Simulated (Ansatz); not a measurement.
Predict the output of the script below (Ansatz 0.2.0, Python API).

`run_partial.py`
```python
import itertools

import ansatz as az
import numpy as np

system = (
    az.Lattice.from_parameters(3.8047, 3.8047, 7.89354, alpha=90, beta=90, gamma=90)
    .space_group(131, hermann_mauguin="P42/mmc")
    .atom("Ti", (0.0, 0.0, 0.0))
    .atom("O", (0.5, 0.0, 0.0))
    .atom("F", (0.5, 0.0, 0.5))
    .atom("F", (0.0, 0.0, 0.25))
)

setup = (
    system.calculation()
    .pseudopotentials("paw")
    .functional("PBEsol")
    .kpoints(density=2.8)
    .basis(470)
    .scf(max_iterations=75)
    .occupations("fixed")
    .band_densities([("v2", "v1"), ("c1", "c2")])
)
session = setup.session()
planned = session.plan(threads=1)
out = planned.execute()
rep = out.report
cell = np.asarray(out.lattice.cell_ang)
for names, window in zip([("v2", "v1"), ("c1", "c2")], out.band_densities().windows):
    density = window.outcome.density
    rho = density.channels[0].density_e_per_ang3
    axes = density.fft_grid_basis @ cell
    points = np.stack(np.meshgrid(*(np.arange(n) / n for n in rho.shape), indexing="ij"), axis=-1)
    print("bands", names, "electrons", np.round(window.outcome.n_electrons, 3), "peak", round(float(rho.max()), 3), "e/A^3")
    for index, site in enumerate(out.lattice.sites):
        offset = points - np.asarray(site.position_ang) @ np.linalg.inv(axes)
        offset -= np.round(offset)
        distance = np.min([np.linalg.norm((offset + image) @ axes, axis=-1) for image in itertools.product((-1, 0, 1), repeat=3)], axis=0)
        print(f"   {index} {site.symbol:2s} {100 * rho[distance < 1.0].sum() / rho.sum():5.1f} % within 1.0 A")
```

Running `python run_partial.py` prints:
```text
bands ('v2', 'v1') electrons [4.] peak 2.186 e/A^3
   0 Ti   2.3 % within 1.0 A
   1 Ti   2.3 % within 1.0 A
   2 O   33.5 % within 1.0 A
   3 O   33.5 % within 1.0 A
   4 F    3.5 % within 1.0 A
   5 F    3.5 % within 1.0 A
   6 F    1.7 % within 1.0 A
   7 F    1.7 % within 1.0 A
bands ('c1', 'c2') electrons [4.] peak 1.754 e/A^3
   0 Ti  36.9 % within 1.0 A
   1 Ti  36.9 % within 1.0 A
   2 O    0.9 % within 1.0 A
   3 O    0.9 % within 1.0 A
   4 F    2.7 % within 1.0 A
   5 F    2.7 % within 1.0 A
   6 F    2.1 % within 1.0 A
   7 F    2.1 % within 1.0 A
```

No spin polarisation was allowed. The structure comes from a database of computed cells and needn't be a stable or known phase. The windows are summed over all k-points with every state counted as full, the empty ones too; where a window cuts a degenerate level its bands share the weight. Values near the nuclei depend on the potentials. Spheres that overlap count density twice, so shares are no populations. Timing: 5.6 s on 1 thread of Arm Neoverse V1, on a shared host, peak memory 0.44 GiB.

(Lines on the test bed's own set-up are left out of the output.)
